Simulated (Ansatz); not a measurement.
# BH3S2Si: one species, many methods

An exercise on one series of results from a longer session: the logs are not shown, and one member is left open.

Program: Ansatz 0.2.0, Gaussian basis. Level of theory: functionals in def2-TZVPP, the program's frozen cores in correlated methods. These are calculated values, not measurements.

The runs, in order: LDA (SPW92), PBE-D4, revPBE-D4, BLYP-D4, r2SCAN-D4, B97M-V, PBE0-D4, B3LYP-D4, r2SCANh-D4, r2SCAN0-D4, HSE06-D4, BHLYP-D4, CAM-B3LYP-D4, LC-ωPBE, ωB97X-V, ωB97M-V, B2PLYP, PBE-QIDH; CCSD(T)/def2-SVP; CCSD(T)/def2-TZVPP; MP2/def2-QZVPP; extrapolation to the limit; RPA on PBE.

## The relaxed structure

The geometry comes from an earlier relaxation with PBE0-D4 in a triple-zeta def2 set; it is a stationary point, not always the lowest conformer.

7 atoms, charge 0, spin multiplicity 1.

Atoms are counted from 1 here; the program's logs count them from 0.

Bond lengths: B1–Si2 1.995 Å, B1–S4 1.761 Å, B1–H5 1.189 Å, Si2–S3 2.184 Å, Si2–H6 1.487 Å, Si2–H7 1.487 Å, S3–S4 2.108 Å. Angles: Si2–B1–S4 96.5°, Si2–B1–H5 141.6°, S4–B1–H5 121.9°, B1–Si2–S3 86.6°, B1–Si2–H6 118.8°, B1–Si2–H7 118.7°, S3–Si2–H6 111.1°, S3–Si2–H7 111.1°, H6–Si2–H7 108.4°, Si2–S3–S4 81.6°, B1–S4–S3 95.3°.

As a file:

```tsv
atom	x (Å)	y (Å)	z (Å)
B1	-0.87845	0.28876	-0.76805
Si2	0.69272	0.30922	0.46194
S3	0.38040	-1.84118	0.68595
S4	-1.20172	-1.43795	-0.64754
H5	-1.54063	1.00660	-1.44573
H6	0.57059	1.00773	1.76921
H7	2.03828	0.59892	-0.10149
```

Set-up of the first run:

Contents of in.yaml:

```yaml
crystal:
  periodic: [false, false, false]
  atoms:
    - {symbol: B, position_ang: [-0.878455, 0.288760, -0.768046]}
    - {symbol: Si, position_ang: [0.692724, 0.309220, 0.461942]}
    - {symbol: S, position_ang: [0.380402, -1.841182, 0.685946]}
    - {symbol: S, position_ang: [-1.201719, -1.437946, -0.647538]}
    - {symbol: H, position_ang: [-1.540629, 1.006605, -1.445733]}
    - {symbol: H, position_ang: [0.570593, 1.007726, 1.769215]}
    - {symbol: H, position_ang: [2.038283, 0.598916, -0.101487]}
basis:
  gaussian: {orbitals: def2-TZVPP}
hamiltonian: {xc: lda}
output: {orbitals: {seedname: orbitals}}
```

Started as:

```
$ ansatz run in.yaml --threads 2 --pin off --events-out ev --progress --plain --max-ram 4352MiB
```

Among the steps run: LDA; PBE-D4 (GGA); revPBE-D4 (GGA); BLYP-D4 (GGA); r2SCAN-D4 (meta-GGA); B97M-V (meta-GGA); PBE0-D4 (hybrid); B3LYP-D4 (hybrid); r2SCANh-D4 (hybrid); r2SCAN0-D4 (hybrid); HSE06-D4 (hybrid); BHLYP-D4 (hybrid); CAM-B3LYP-D4 (range-separated); LC-ωPBE (range-separated); ωB97X-V (range-separated); ωB97M-V (range-separated); B2PLYP (double hybrid); PBE-QIDH (double hybrid).

One of the session's tables, all rows but one given; the rest of the session is left out.

It belongs to the step «Orbital energies across the functionals». 

```
  functional  HOMO (eV)  LUMO (eV)  gap (eV)
 LDA (SPW92)      -5.95      -3.14      2.81
      PBE-D4      -5.81      -2.95      2.87
   revPBE-D4      -5.77      -2.87      2.89
     BLYP-D4      -5.62      -2.74      2.87
   r2SCAN-D4      -6.02      -2.77      3.24
      B97M-V          ?          ?         ?
     PBE0-D4      -6.91      -2.09      4.82
    B3LYP-D4      -6.65      -2.22      4.43
  r2SCANh-D4      -6.42      -2.46      3.96
  r2SCAN0-D4      -7.04      -1.99      5.05
    HSE06-D4      -6.51      -2.47      4.04
    BHLYP-D4      -7.83      -1.04      6.79
CAM-B3LYP-D4      -8.13      -0.93      7.20
     LC-ωPBE      -9.49       0.11      9.60
     ωB97X-V      -9.14       0.06      9.20
     ωB97M-V      -9.00      -0.09      8.90
```

Estimate the missing values for B97M-V.

As computed: HOMO (eV): -6.11; LUMO (eV): -2.80; gap (eV): 3.31. In the column «HOMO (eV)» it lies between r2SCANh-D4 (-6.42) and r2SCAN-D4 (-6.02).
